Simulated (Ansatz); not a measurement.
**Si3Sn: one candidate of a structure search**

Where does this trial cell of Si3Sn go when cell and atoms are let free?

Program: Ansatz 0.2.0. Level of theory: DFT PBE, scalar-relativistic, plane waves, PAW. These are calculated values, not measurements.

**1. The starting structure**

The structure is cubic, space group Fm-3m (No. 225). The conventional cell has a = 6.608 Å, b = 6.608 Å, c = 6.608 Å, α = 90.00°, β = 90.00°, γ = 90.00°. Around Si (site symmetry m-3m) lie 8 Si at 2.86 Å. Around Si (site symmetry -43m) lie 4 Si at 2.86 Å and 4 Sn at 2.86 Å. Around Sn (site symmetry m-3m) lie 8 Si at 2.86 Å.

Coordinates:

```cif
data_structure
_symmetry_space_group_name_H-M 'Fm-3m'
_symmetry_Int_Tables_number 225
_cell_length_a 6.6085
_cell_length_b 6.6085
_cell_length_c 6.6085
_cell_angle_alpha 90.000
_cell_angle_beta 90.000
_cell_angle_gamma 90.000
_cell_volume 288.61
loop_
_atom_site_label
_atom_site_type_symbol
_atom_site_symmetry_multiplicity
_atom_site_Wyckoff_symbol
_atom_site_fract_x
_atom_site_fract_y
_atom_site_fract_z
_atom_site_occupancy
Si1 Si 4 a 0.00000 0.00000 0.00000 1
Si2 Si 8 c 0.25000 0.75000 0.75000 1
Sn1 Sn 4 b 0.50000 0.00000 0.00000 1
```

The cell is invented: random cell by space group and Wyckoff sites (Fm-3m, No. 225). Its size is a rough estimate.

**2. A first look at the guess**

File input.yaml:

```yaml
crystal:
  lattice:
    - [0.0, 3.30423849, 3.30423849]
    - [3.30423849, 0.0, 3.30423849]
    - [3.30423849, 3.30423849, 0.0]
  atoms:
    - { symbol: Si, position: [0.0, 0.0, 0.0] }
    - { symbol: Si, position: [0.25, 0.25, 0.25] }
    - { symbol: Si, position: [0.75, 0.75, 0.75] }
    - { symbol: Sn, position: [0.5, 0.5, 0.5] }
basis:
  ecutwfc: 420
kpoints:
  mp_grid: { grid: [4, 4, 4] }
hamiltonian:
  xc: pbe
scf:
  occupations: { method: gaussian, width: 0.1 }
  lower_state_search: "off"
output:
  forces: true
  stress: true
  eigenvalues: true
```

Started as:

```bash
> ansatz run input.yaml --threads 1 --pin off --max-ram 2560MiB --backend cpu --events-out ev --progress --plain --runs-dir out
```

What it wrote, cut to the lines that bear on the results:

```text
Warning: RAYON_NUM_THREADS=1 ignored (pool sized by the plan → 1); use --threads N
[...]
Pseudopotentials: kind: paw
Pseudopotential: Si, paw, valence charge 4, recommended cutoff 420 eV (normal), Si.paw.azcp
Pseudopotential: Sn, paw, valence charge 14, recommended cutoff 420 eV (normal), Sn.paw.azcp
Functional definition: PBE
[...]
Crystal: 4 atoms, lattice volume = 72.151 Å³
Basis set: ecut = 420 eV, 1411 PW (Γ), exchange–correlation on 64×64×64 points (8 copies of the dense FFT grid, shifted against one another)
Bands: 17, of which v1, the nominal top of the filled ones, is band 13 counted from 1 (12 counted from 0)
Symmetry: 48 space group operations
Space group: Fm-3m (ITA 225), of the structure as read, at distance tolerance 4.2e-5 Å
k-points: 8 of 64
[...]
SCF iter   1: F=—  HF=-7929.329436 eV  |F-HF|=—  |Δ(HF+E_count)|=         —  Δρ=1.54e-3  dr2=2.10e-3  ethr=1.77e-3  ⟨swp⟩=6.9  Hψ=1680  notcnv=0  defer=1
[...]
SCF iter   6: F=-7929.328560 eV  HF=-7929.328560 eV  |F-HF|=1.32e-9  |Δ(HF+E_count)|=   8.03e-9  Δρ=1.50e-6  dr2=1.38e-9  ethr=7.81e-11  ⟨swp⟩=5.9  Hψ=696  notcnv=0
[...]
SCF converged after 6 iterations
Free energy (F): -7929.328560 eV
[...]
E sigma→0 (E₀):  -7929.319364 eV
Entropy (-TS):   -0.018393 eV (-4.598 meV/atom)
Fermi energy:    10.208482 eV
[...]
--- Forces (eV/Å), atoms counted from 1 ---
  atom   1  Si    -0.00000000     0.00000000    -0.00000000
  atom   2  Si    -0.00000000    -0.00000000     0.00000000
  atom   3  Si     0.00000000     0.00000000    -0.00000000
  atom   4  Sn     0.00000000     0.00000000     0.00000000
[...]
--- Stress (GPa, compression-positive) ---
        1.410668       0.000000      -0.000000
        0.000000       1.410668      -0.000000
       -0.000000       0.000000       1.410668
  P = ⅓ Tr σ = 1.4107 GPa (14.107 kbar)
--- Band table (eV; the first three rows and the last of 8) ---
  k-point 0: bands = ["-11.0664", "-11.0664", "-11.0664", "-11.0306", "-11.0306", "-2.5538", "5.8083", "6.4829", "8.1527", "8.1527", "8.1527", "8.2066", "8.2066", "8.2066", "9.9004", "9.9004", "9.9004", "10.0898", "13.5262", "13.5262", "20.1701"]
[...]
```

Run time: 2.4 s. Hardware: 1 thread of Intel Xeon at 2.50GHz (Skylake/Cascade Lake), shared host; peak memory 0.33 GiB.

Read-out: pressure 1.4 GPa, largest force 0.00 eV/Å, gap on this mesh none (metal). A cheap, loose relaxation comes first.

**3. Rough relaxation on the coarse mesh**

input.yaml, as its differences from that of step 2:

```diff
@@ -23 +23,6 @@
   eigenvalues: true
+relax:
+  adjacent_minimum: "off"
+  f_tol: 0.04
+  max_steps: 70
+  cell: { stress_tol: 0.4 }
```

Started as:

```bash
> ansatz run input.yaml --threads 1 --pin off --max-ram 2560MiB --backend cpu --events-out ev --progress --plain --runs-dir out
```

What it wrote:

```text
Warning: RAYON_NUM_THREADS=1 ignored (pool sized by the plan → 1); use --threads N
Engine: ansatz 0.2.0, x86_64-unknown-linux-gnu
[... 4 set-up lines as earlier in the session ...]
  parameter kappa = 0.804
  parameter beta = 0.06672455060314922
  exchange = pbe_x(kappa = kappa, mu = beta*pi^2/3)
  correlation = pbe_c(beta = beta)
Crystal: 4 atoms, lattice volume = 72.151 Å³
Basis set: ecut = 420 eV, 1411 PW (Γ), exchange–correlation on 64×64×64 points (8 copies of the dense FFT grid, shifted against one another)
Bands: 17, of which v1, the nominal top of the filled ones, is band 13 counted from 1 (12 counted from 0)
[... 2 set-up lines as earlier in the session ...]
k-points: 8 of 64
Non-local potential: Si, projectors of the file, l = 0: 2, l = 1: 2, l = 2: 2
Non-local potential: Sn, projectors of the file, l = 0: 2, l = 1: 2, l = 2: 2, l = 3: 2
PAW form: soft (Blöchl's): semilocal exchange-correlation on the pseudo side does not see the compensation charge
PAW one-centre angular grid: Si, 110 points (default); XC on 64 Gauss nodes
PAW one-centre angular grid: Sn, 590 points (default); XC on 64 Gauss nodes
Initial density: superposition of atomic densities (neutral atoms: chi_scale 0, normalization atom), corrected by the library's trained network
Initial wavefunctions: pseudopotential atomic-orbital guess
Functional: x = pbe(κ = 0.804, μ = 0.2195149727645171), c = pbe(β = 0.06672455060314922)
SCF iter   1: F=—  HF=-7929.329438 eV  |F-HF|=—  |Δ(HF+E_count)|=         —  Δρ=1.54e-3  dr2=2.10e-3  ethr=1.77e-3  ⟨swp⟩=6.8  Hψ=1676  notcnv=0  defer=1
automatic band count: the SCF goes on with 21 bands, as 17 were too few: the levels above may hold too much charge
preconditioner: auto → none  [insulator: Δε(μ)=0.288 eV  Ē_g=15.245 eV  σ=0.100 eV  W_gap=0.71  n_scr=14 (ndim 8)  ℏωp=22.3 eV  f_vac=0.000  D(μ)=3.68/eV (n_scr^D=26)  ε∞_Penn≈3.1]
SCF iter   2: F=—  HF=-7929.328526 eV  |F-HF|=—  |Δ(HF+E_count)|=   9.11e-4  Δρ=5.92e-4  dr2=2.09e-4  ethr=8.06e-6  ⟨swp⟩=2.0  Hψ=336  notcnv=0  defer=1
SCF iter   3: F=—  HF=-7929.328566 eV  |F-HF|=—  |Δ(HF+E_count)|=   4.00e-5  Δρ=2.33e-4  dr2=2.32e-5  ethr=8.05e-7  ⟨swp⟩=2.5  Hψ=255  notcnv=0  defer=1
SCF iter   4: F=—  HF=-7929.328559 eV  |F-HF|=—  |Δ(HF+E_count)|=   7.15e-6  Δρ=5.26e-5  dr2=9.09e-7  ethr=8.91e-8  ⟨swp⟩=2.8  Hψ=226  notcnv=0  defer=1
iter 5 did not close the SCF: its close was put off for the readings that it lacked (scf_convergence_deferred on its scf_iter line)
SCF iter   5: F=-7929.328560 eV  HF=-7929.328560 eV  |F-HF|=2.10e-8  |Δ(HF+E_count)|=   7.97e-7  Δρ=5.99e-6  dr2=2.06e-8  ethr=3.50e-9  ⟨swp⟩=2.0  Hψ=260  notcnv=0  defer=1
SCF iter   6: F=-7929.328560 eV  HF=-7929.328560 eV  |F-HF|=1.34e-9  |Δ(HF+E_count)|=   8.25e-9  Δρ=1.51e-6  dr2=1.40e-9  ethr=7.91e-11  ⟨swp⟩=6.0  Hψ=693  notcnv=0
SCF 1 converged in 6 iterations: F = -7929.328560 eV  dr2 = 1.40e-9
relax step   1: F+E_penalty+E_count = -7929.32856002 eV  Δ(F+E_penalty+E_count) = +0.000e0 eV  max|allowed force component| = 4.048e-18 eV/Å  Δτ_max = 0.0000 Å  P = +1.411 GPa  Ω = 72.151 Å³  (6 SCF iters, dr2 threshold 1.00e-7 eV, accepted)
Crystal: 4 atoms, lattice volume = 74.539 Å³
Basis set: ecut = 420 eV, 1459 PW (Γ), exchange–correlation on 64×64×64 points (8 copies of the dense FFT grid, shifted against one another)
Bands: 21, of which v1, the nominal top of the filled ones, is band 13 counted from 1 (12 counted from 0)
Initial density: handed on by an earlier stage of this run
Initial wavefunctions: those handed on with the density
iter 1 solved again at ethr=2.98e-6 eV; its pass at ethr=3.10e-3 eV (dr2=7.75e-4 eV) is discarded
SCF iter   1: F=—  HF=-7929.329544 eV  |F-HF|=—  |Δ(HF+E_count)|=         —  Δρ=7.83e-4  dr2=8.96e-4  ethr=2.98e-6  ⟨swp⟩=2.5  Hψ=1145  notcnv=0
preconditioner: auto → none  [insulator: Δε(μ)=0.294 eV  Ē_g=15.082 eV  σ=0.100 eV  W_gap=0.71  n_scr=14 (ndim 8)  ℏωp=21.9 eV  f_vac=0.000  D(μ)=3.65/eV (n_scr^D=26)  ε∞_Penn≈3.1]
SCF iter   2: F=—  HF=-7929.329231 eV  |F-HF|=—  |Δ(HF+E_count)|=   3.12e-4  Δρ=3.30e-4  dr2=6.72e-5  ethr=2.98e-6  ⟨swp⟩=2.9  Hψ=264  notcnv=0
SCF iter   3: F=—  HF=-7929.329175 eV  |F-HF|=—  |Δ(HF+E_count)|=   5.63e-5  Δρ=7.62e-5  dr2=3.13e-6  ethr=2.59e-7  ⟨swp⟩=2.2  Hψ=276  notcnv=0
iter 4 did not close the SCF: its close was put off for the readings that it lacked (scf_convergence_deferred on its scf_iter line)
SCF iter   4: F=-7929.329175 eV  HF=-7929.329175 eV  |F-HF|=6.74e-9  |Δ(HF+E_count)|=   2.01e-7  Δρ=1.42e-5  dr2=1.05e-7  ethr=1.20e-8  ⟨swp⟩=3.0  Hψ=297  notcnv=0
iter 5 did not close the SCF: its close was put off for the readings that it lacked (scf_convergence_deferred on its scf_iter line)
SCF iter   5: F=-7929.329175 eV  HF=-7929.329175 eV  |F-HF|=4.29e-10  |Δ(HF+E_count)|=   2.99e-8  Δρ=1.52e-6  dr2=8.41e-10  ethr=4.04e-10  ⟨swp⟩=3.0  Hψ=290  notcnv=0
SCF iter   6: F=-7929.329175 eV  HF=-7929.329175 eV  |F-HF|=8.19e-12  |Δ(HF+E_count)|=  6.77e-10  Δρ=1.48e-7  dr2=9.94e-12  ethr=3.23e-12  ⟨swp⟩=1.0  Hψ=514  notcnv=0
SCF 2 converged in 6 iterations: F = -7929.329175 eV  dr2 = 9.94e-12
relax step   2: F+E_penalty+E_count = -7929.32917503 eV  Δ(F+E_penalty+E_count) = -6.150e-4 eV  max|allowed force component| = 3.874e-17 eV/Å  Δτ_max = 0.0000 Å  P = -1.201 GPa  Ω = 74.539 Å³  energy of the carried Pulay correction = -5.596e-4 eV  (6 SCF iters, dr2 threshold 4.00e-7 eV, accepted)
Crystal: 4 atoms, lattice volume = 73.421 Å³
iter 1 solved again at ethr=3.95e-7 eV; its pass at ethr=3.10e-3 eV (dr2=1.03e-4 eV) is discarded
SCF iter   1: F=—  HF=-7929.333850 eV  |F-HF|=—  |Δ(HF+E_count)|=         —  Δρ=3.47e-4  dr2=1.72e-4  ethr=3.95e-7  ⟨swp⟩=2.6  Hψ=1047  notcnv=0
eigensolver tolerance schedule calibrated: the retry pair's looser diagonalisation under-reported the residual by θ = 0.40 (0.10/decade); ethr = c·dr2/N_el runs at the constant in force after the calibration composes with the one it found (an armed cap, an earlier calibration), c = 9.4e-2
preconditioner: auto → none  [insulator: Δε(μ)=0.293 eV  Ē_g=15.129 eV  σ=0.100 eV  W_gap=0.71  n_scr=14 (ndim 8)  ℏωp=22.1 eV  f_vac=0.000  D(μ)=3.65/eV (n_scr^D=26)  ε∞_Penn≈3.1]
SCF iter   2: F=—  HF=-7929.333762 eV  |F-HF|=—  |Δ(HF+E_count)|=   8.77e-5  Δρ=1.45e-4  dr2=1.28e-5  ethr=3.95e-7  ⟨swp⟩=2.6  Hψ=265  notcnv=0
SCF iter   3: F=—  HF=-7929.333758 eV  |F-HF|=—  |Δ(HF+E_count)|=   4.50e-6  Δρ=3.36e-5  dr2=5.56e-7  ethr=4.63e-8  ⟨swp⟩=2.6  Hψ=279  notcnv=0
iter 4 did not close the SCF: its close was put off for the readings that it lacked (scf_convergence_deferred on its scf_iter line)
SCF iter   4: F=-7929.333758 eV  HF=-7929.333758 eV  |F-HF|=2.60e-9  |Δ(HF+E_count)|=   3.66e-8  Δρ=5.58e-6  dr2=1.50e-8  ethr=2.01e-9  ⟨swp⟩=2.8  Hψ=250  notcnv=0
iter 5 did not close the SCF: its close was put off for the readings that it lacked (scf_convergence_deferred on its scf_iter line)
SCF iter   5: F=-7929.333758 eV  HF=-7929.333758 eV  |F-HF|=5.09e-11  |Δ(HF+E_count)|=   3.62e-9  Δρ=6.05e-7  dr2=1.23e-10  ethr=5.39e-11  ⟨swp⟩=2.9  Hψ=281  notcnv=0
SCF iter   6: F=-7929.333758 eV  HF=-7929.333758 eV  |F-HF|=0.00e0  |Δ(HF+E_count)|=  7.09e-11  Δρ=6.42e-8  dr2=1.88e-12  ethr=1.00e-12  ⟨swp⟩=1.0  Hψ=473  notcnv=0
SCF 3 converged in 6 iterations: F = -7929.333758 eV  dr2 = 1.88e-12
relax step   3: F+E_penalty+E_count = -7929.33375772 eV  Δ(F+E_penalty+E_count) = -4.583e-3 eV  max|allowed force component| = 4.626e-17 eV/Å  Δτ_max = 0.0000 Å  P = -0.022 GPa  Ω = 73.421 Å³  energy of the carried Pulay correction = -2.999e-4 eV  (6 SCF iters, dr2 threshold 4.00e-7 eV, accepted)
Initial wavefunctions: pseudopotential atomic-orbital guess (no wavefunctions were taken with the density)
iter 1 solved again at ethr=1.87e-7 eV; its pass at ethr=3.10e-3 eV (dr2=4.87e-5 eV) is discarded
SCF iter   1: F=—  HF=-7929.334119 eV  |F-HF|=—  |Δ(HF+E_count)|=         —  Δρ=1.83e-5  dr2=3.04e-8  ethr=1.87e-7  ⟨swp⟩=3.0  Hψ=1322  notcnv=0
eigensolver tolerance schedule: the retry pair's looser diagonalisation over-reported the residual by 1599.46 of it (diagonalisation noise at 0.11 of the residual, at the tolerance the schedule requests for it); recorded, not acted on — ethr = c·dr2/N_el stays at c = 1.0e-1
preconditioner: auto → none  [insulator: Δε(μ)=0.292 eV  Ē_g=15.137 eV  σ=0.100 eV  W_gap=0.71  n_scr=14 (ndim 8)  ℏωp=22.1 eV  f_vac=0.000  D(μ)=3.65/eV (n_scr^D=26)  ε∞_Penn≈3.1]
SCF iter   2: F=—  HF=-7929.334096 eV  |F-HF|=—  |Δ(HF+E_count)|=   2.30e-5  Δρ=8.63e-6  dr2=6.47e-9  ethr=1.17e-10  ⟨swp⟩=3.1  Hψ=308  notcnv=0
iter 3 did not close the SCF: its close was put off for the readings that it lacked (scf_convergence_deferred on its scf_iter line)
SCF iter   3: F=-7929.334096 eV  HF=-7929.334096 eV  |F-HF|=5.01e-9  |Δ(HF+E_count)|=   5.98e-8  Δρ=2.43e-6  dr2=5.03e-10  ethr=2.49e-11  ⟨swp⟩=2.0  Hψ=233  notcnv=0
iter 4 did not close the SCF: its close was put off for the readings that it lacked (scf_convergence_deferred on its scf_iter line)
SCF iter   4: F=-7929.334096 eV  HF=-7929.334096 eV  |F-HF|=1.82e-12  |Δ(HF+E_count)|=   5.16e-9  Δρ=1.48e-7  dr2=1.05e-11  ethr=1.94e-12  ⟨swp⟩=2.0  Hψ=275  notcnv=0
iter 5 did not close the SCF: its close was put off for the readings that it lacked (scf_convergence_deferred on its scf_iter line)
SCF iter   5: F=-7929.334096 eV  HF=-7929.334096 eV  |F-HF|=2.73e-12  |Δ(HF+E_count)|=  1.82e-12  Δρ=4.32e-8  dr2=5.57e-13  ethr=1.00e-12  ⟨swp⟩=1.0  Hψ=168  notcnv=0
iter 6 did not close the SCF: its close was put off for the readings that it lacked (scf_convergence_deferred on its scf_iter line)
SCF iter   6: F=-7929.334096 eV  HF=-7929.334096 eV  |F-HF|=0.00e0  |Δ(HF+E_count)|=  5.46e-12  Δρ=3.21e-9  dr2=6.05e-15  ethr=1.00e-12  ⟨swp⟩=1.0  Hψ=168  notcnv=0
SCF iter   7: F=-7929.334096 eV  HF=-7929.334096 eV  |F-HF|=9.09e-13  |Δ(HF+E_count)|=  9.09e-13  Δρ=6.50e-10  dr2=4.92e-16  ethr=1.00e-12  ⟨swp⟩=1.0  Hψ=368  notcnv=0
SCF 4 converged in 7 iterations: F = -7929.334096 eV  dr2 = 4.92e-16
relax step   4: F+E_penalty+E_count = -7929.33409632 eV  Δ(F+E_penalty+E_count) = -3.386e-4 eV  max|allowed force component| = 5.898e-17 eV/Å  Δτ_max = 0.0000 Å  P = -0.018 GPa  Ω = 73.421 Å³  stress off target by 1.78e-2 GPa  SCF on the basis re-selected at this cell (its energy is not comparable with the rows above)  (7 SCF iters)
basis re-selected at this cell: Δ(F+E_penalty+E_count) = -3.386e-4 eV, ΔP = +0.004 GPa vs the last step (what re-selecting the basis moved, of the pressure what is left beyond the Pulay correction that the steps carried, after the strain that the cell walked since its last selection, with what the two solves' SCF thresholds leave and, on support functions, any second-order correction that the steps lacked; it is no measure of the basis error at this ecutwfc). This SCF's stress stands 1.78e-2 GPa from its target on what of the cell is left free (relax.cell.stress_tol is 4.00e-1 GPa) and its largest allowed force component is 5.90e-17 eV/Å (relax.f_tol is 4.00e-2 eV/Å): within both
SCF converged after 7 iterations
Free energy (F): -7929.334096 eV
Harris-Foulkes:  -7929.334096 eV  (|F-HF|=9.09e-13)
Internal energy: -7929.315868 eV  (E = F + TS)
E sigma→0 (E₀):  -7929.324982 eV
Entropy (-TS):   -0.018229 eV (-4.557 meV/atom)
Fermi energy:    9.987854 eV
--- Per-component energies (eV) ---
  E_band       = -31.040988
  E_kinetic    = 302.999916
  E_local      = -1067.336218  (includes V_loc(G=0)·N_el)
  E_nonlocal   = 44.891277
  E_hartree    = 642.666194
  E_xc         = -548.403243
  E_vxc        = -236.479697  (∫ρ·V_xc dr)
  E_paw        = -5672.254024  (= ΣΔE_a)
  E_vpaw       = -360.448675  (= ΣTr[D̂ρ^β])
  E_aug_tail   = 0.000021  (compensation charges beyond the density's cutoff)
  E_ewald      = -1631.879790
  E_smearing   = -0.018229  (= −TS)
  E_closure    = -0.000000  (closes the sum)
  Σ components = -7929.334096   (vs F -7929.334096, Δ=0.00e0)
--- Forces (eV/Å), atoms counted from 1 ---
  atom   1  Si    -0.00000000     0.00000000    -0.00000000
  atom   2  Si    -0.00000000    -0.00000000    -0.00000000
  atom   3  Si     0.00000000     0.00000000     0.00000000
  atom   4  Sn     0.00000000    -0.00000000    -0.00000000
  max |Σ_I F_I| component: 6.94e-18 eV/Å
--- Stress (GPa, compression-positive) ---
       -0.017753       0.000000      -0.000000
       -0.000000      -0.017753       0.000000
       -0.000000       0.000000      -0.017753
  P = ⅓ Tr σ = -0.0178 GPa (-0.178 kbar)
--- Band table (eV; the first three rows and the last of 8) ---
  k-point 0: bands = ["-11.2957", "-11.2957", "-11.2957", "-11.2620", "-11.2620", "-2.6501", "5.5263", "6.1815", "7.9691", "7.9691", "7.9691", "8.0138", "8.0138", "8.0138", "9.6691", "9.6691", "9.6691", "9.6978", "13.3201", "13.3201", "19.7339"]
  k-point 1: bands = ["-11.2963", "-11.2930", "-11.2930", "-11.2620", "-11.2620", "-2.0158", "2.9776", "5.2648", "6.9422", "6.9422", "7.0129", "8.3225", "8.3225", "8.7464", "10.2416", "10.2416", "12.6575", "13.6806", "15.7439", "15.7439", "16.1925"]
  k-point 2: bands = ["-11.2970", "-11.2906", "-11.2906", "-11.2616", "-11.2616", "-0.1635", "-0.0685", "5.3235", "5.8095", "7.0384", "7.0384", "7.1360", "7.1360", "11.8806", "11.9777", "13.5233", "13.5233", "13.5368", "13.5368", "16.4925", "18.0348"]
  k-point 7: bands = ["-11.2942", "-11.2942", "-11.2844", "-11.2657", "-11.2601", "1.5044", "1.5247", "1.5247", "1.6552", "8.1034", "8.1034", "8.1895", "8.4153", "12.9457", "13.3866", "13.7546", "13.7546", "15.4953", "15.4953", "15.7687", "15.8480"]
--- Relaxed structure (3 steps of the walk, 3 accepted, 1 SCFs on fresh bases) ---
  F+E_penalty+E_count = -7929.33409632 eV   max|allowed force component| = 5.898e-17 eV/Å   (the final SCF, on the basis selected at the relaxed cell)
  cell:  # Å, volume = 73.4213 Å³
    - [1.3502735887173312e-33, 3.323513220853675, 3.323513220853675]
    - [3.323513220853675, 1.082766556990313e-34, 3.323513220853675]
    - [3.323513220853675, 3.323513220853675, -2.8024546180925743e-34]
  atoms:
    - { symbol: Si, position: [8.51436668836821e-34, -8.029783010995679e-34, -6.273214614317954e-34] }
    - { symbol: Si, position: [0.25, 0.25, 0.25] }
    - { symbol: Si, position: [0.75, 0.75, 0.75] }
    - { symbol: Sn, position: [0.5, 0.5, 0.5] }
```

Run time: 10 s. Hardware: 1 thread of Intel Xeon at 2.50GHz (Skylake/Cascade Lake), shared host; peak memory 0.35 GiB.

The steps of the relaxation:

| step | E - E(step 1) (eV/cell) | largest force component (eV/Å) | pressure (GPa) | volume (Å³) |
| --- | --- | --- | --- | --- |
| 1 | 0.0000 | 0.0000 | 1.41 | 72.15 |
| 2 | -0.0006 | 0.0000 | -1.20 | 74.54 |
| 3 | -0.0052 | 0.0000 | -0.02 | 73.42 |
| 4 | -0.0055 | 0.0000 | -0.02 | 73.42 |

Step 1 is the start. Step 4 repeats the geometry before it on a plane-wave basis chosen anew for that cell, so its energy need not be comparable with the rows above.

Lengths and angles in the start's conventional setting:

|  | before | after | change |
| --- | --- | --- | --- |
| a (Å) | 6.608 | 6.647 | +0.6 % |
| b (Å) | 6.608 | 6.647 | +0.6 % |
| c (Å) | 6.608 | 6.647 | +0.6 % |
| volume (Å³/atom) | 18.04 | 18.36 | +1.8 % |
| shortest distance (Å) | 2.862 | 2.878 | +0.6 % |
| space group (0.01 Å) | Fm-3m | Fm-3m | same |

Forces and stress were held to the start's 48 operations: a distortion of lower symmetry was not tested.

[end of part 1 of 2]
